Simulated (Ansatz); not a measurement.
# MgZnC3N3: from a guess to a relaxed structure

Where does this trial cell of MgZnC3N3 go when cell and atoms are let free?

Program: Ansatz 0.2.0. Level of theory: DFT PBE, scalar-relativistic, plane waves, PAW. These are calculated values, not measurements.

2 further runs of the same task are left out: 1 that didn't finish, 1 set aside as unsound or not needed.

**1. The system as given**

The structure is cubic, space group Fm-3m (No. 225). Conventional cell: a = 10.189 Å, b = 10.189 Å, c = 10.189 Å, α = 90.00°, β = 90.00°, γ = 90.00°. Mg (site symmetry -43m) is surrounded by 12 N at 3.64 Å and 12 C at 3.66 Å. Zn (site symmetry m-3m) is surrounded by 6 C at 1.92 Å. Zn (site symmetry m-3m) has 6 N at 2.01 Å in its first shell of neighbours. Around C (site symmetry 4mm) lie 1 N at 1.17 Å and 1 Zn at 1.92 Å. Around N (site symmetry 4mm) lie 1 C at 1.17 Å and 1 Zn at 2.01 Å.

Structure file:

```
CELL_PARAMETERS angstrom
0.00000 5.09450 5.09450
5.09450 0.00000 5.09450
5.09450 5.09450 0.00000
ATOMIC_POSITIONS crystal
Mg 0.25000 0.25000 0.25000
Mg 0.75000 0.75000 0.75000
Zn 0.00000 0.00000 0.00000
Zn 0.50000 0.50000 0.50000
C 0.81186 0.18814 0.18814
C 0.18814 0.81186 0.18814
C 0.18814 0.18814 0.81186
C 0.18814 0.81186 0.81186
C 0.81186 0.18814 0.81186
C 0.81186 0.81186 0.18814
N 0.69703 0.30297 0.30297
N 0.30297 0.69703 0.30297
N 0.30297 0.30297 0.69703
N 0.30297 0.69703 0.69703
N 0.69703 0.30297 0.69703
N 0.69703 0.69703 0.30297
```

Recipe of the guess: cyanide-bridged rock-salt net of two metals, 2 guest cations a cell (Fm-3m, No. 225). Its size is a rough estimate.

**2. The guess as it stands, on a coarse mesh**

File input.yaml:

```yaml
crystal:
  lattice:
    - [0.0, 5.0945, 5.0945]
    - [5.0945, 0.0, 5.0945]
    - [5.0945, 5.0945, 0.0]
  atoms:
    - { symbol: Mg, position: [0.25, 0.25, 0.25] }
    - { symbol: Mg, position: [0.75, 0.75, 0.75] }
    - { symbol: Zn, position: [0.0, 0.0, 0.0] }
    - { symbol: Zn, position: [0.5, 0.5, 0.5] }
    - { symbol: C, position: [0.81185592, 0.18814408, 0.18814408] }
    - { symbol: C, position: [0.18814408, 0.81185592, 0.18814408] }
    - { symbol: C, position: [0.18814408, 0.18814408, 0.81185592] }
    - { symbol: C, position: [0.18814408, 0.81185592, 0.81185592] }
    - { symbol: C, position: [0.81185592, 0.18814408, 0.81185592] }
    - { symbol: C, position: [0.81185592, 0.81185592, 0.18814408] }
    - { symbol: "N", position: [0.6970262, 0.3029738, 0.3029738] }
    - { symbol: "N", position: [0.3029738, 0.6970262, 0.3029738] }
    - { symbol: "N", position: [0.3029738, 0.3029738, 0.6970262] }
    - { symbol: "N", position: [0.3029738, 0.6970262, 0.6970262] }
    - { symbol: "N", position: [0.6970262, 0.3029738, 0.6970262] }
    - { symbol: "N", position: [0.6970262, 0.6970262, 0.3029738] }
basis:
  ecutwfc: 420
kpoints:
  mp_grid: { grid: [4, 4, 4] }
hamiltonian:
  xc: pbe
scf:
  occupations: { method: gaussian, width: 0.1 }
  lower_state_search: "off"
output:
  forces: true
  stress: true
  eigenvalues: true
```

Launch:

```console
$ ansatz run input.yaml --threads 1 --pin off --max-ram 2560MiB --backend cpu --events-out ev --progress --plain --runs-dir out
```

The session goes on with these runs: spin check on a coarse mesh; rough relaxation on the coarse mesh; relaxation on the finer mesh.

**Question.** What will these runs give? Wanted: conventional cell; volume; energy over the elements; gap on the mesh; total moment.

As calculated:

| quantity | value |
| --- | --- |
| symmetry at the end (tolerance 0.02 Å) | space group Fm-3m (No. 225) |
| conventional cell | a = 11.018 Å, b = 11.018 Å, c = 11.018 Å, α = 90.00°, β = 90.00°, γ = 90.00° |
| volume | 20.90 Å³/atom |
| energy over the elements (uncorrected; H, N, O, F and Cl as molecules) | +0.61 eV/atom |
| gap on the mesh | 0.29 eV |
| total moment | 2.00 μB/cell |

The space group Fm-3m (No. 225) is kept, and the volume per atom grows by 26.4 % from the first guess. The formation energy is positive, so the separate elements lie lower. No finished test with a distortion of lower symmetry is shown, so the end may be a saddle point. Other magnetic orders were not searched.
